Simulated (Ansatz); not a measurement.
# Li6Pb3N: the cost of one run

Program: Ansatz 0.2.0. Level of theory: reference: DFT PBE, plane waves, PAW, scalar-relativistic, no spin polarisation. These are calculated values, not measurements.

1 further run of the same task is left out (it didn't finish).

### 1 Starting point

Symmetry: Fm-3m, No. 225, cubic system. The conventional cell has a = 8.917 Å, b = 8.917 Å, c = 8.917 Å, α = 90.00°, β = 90.00°, γ = 90.00°. Pb (site symmetry m-3m) is surrounded by 6 Li at 2.83 Å. Around Pb (site symmetry -43m) lie 12 Li at 3.21 Å. Around N (site symmetry m-3m) lie 6 Li at 1.63 Å. Li (site symmetry 4mm) has 1 N at 1.63 Å as nearest neighbours.

As a file:

```cif
data_structure
_symmetry_space_group_name_H-M 'Fm-3m'
_symmetry_Int_Tables_number 225
_cell_length_a 8.9172
_cell_length_b 8.9172
_cell_length_c 8.9172
_cell_angle_alpha 90.000
_cell_angle_beta 90.000
_cell_angle_gamma 90.000
_cell_volume 709.06
loop_
_atom_site_label
_atom_site_type_symbol
_atom_site_symmetry_multiplicity
_atom_site_Wyckoff_symbol
_atom_site_fract_x
_atom_site_fract_y
_atom_site_fract_z
_atom_site_occupancy
Pb1 Pb 4 a 0.00000 0.00000 0.00000 1
Pb2 Pb 8 c 0.25000 0.25000 0.75000 1
N1 N 4 b 0.50000 0.00000 0.00000 1
Li1 Li 24 e 0.50000 0.81760 0.00000 1
```

### 2 Baseline

input.yaml

```yaml
crystal:
  lattice:
    - [0.0, 4.458581, 4.458581]
    - [4.458581, 0.0, 4.458581]
    - [4.458581, 4.458581, 0.0]
  atoms:
    - { symbol: Pb, position: [0.0, 0.0, 0.0] }
    - { symbol: Pb, position: [0.75, 0.75, 0.75] }
    - { symbol: Pb, position: [0.25, 0.25, 0.25] }
    - { symbol: "N", position: [0.5, 0.5, 0.5] }
    - { symbol: Li, position: [0.3176, 0.6824, 0.3176] }
    - { symbol: Li, position: [0.3176, 0.6824, 0.6824] }
    - { symbol: Li, position: [0.6824, 0.3176, 0.6824] }
    - { symbol: Li, position: [0.6824, 0.3176, 0.3176] }
    - { symbol: Li, position: [0.3176, 0.3176, 0.6824] }
    - { symbol: Li, position: [0.6824, 0.6824, 0.3176] }
  symmetry: { tolerance: 0.0003 }
kpoints:
  mp_grid: { grid: [4, 4, 4], shift: [0, 0, 0] }
magnetization:
  spin_polarized: false
scf:
  occupations: { method: cold, width: 0.0767 }
hamiltonian:
  pseudopotentials: { kind: paw }
  xc: pbe
basis:
  ecutwfc: 420
output:
  forces: true
  stress: true
  eigenvalues: true
```

On the command line:

```console
$ ansatz run input.yaml --threads 1 --pin off --max-ram 2560MiB --backend cpu --events-out ev --progress --plain --runs-dir out
```

**Question.** How long does this run take on 1 thread of Arm Neoverse V1, shared host, and how much memory does it need?

About 4.4 s, with a peak of 0.42 GiB.
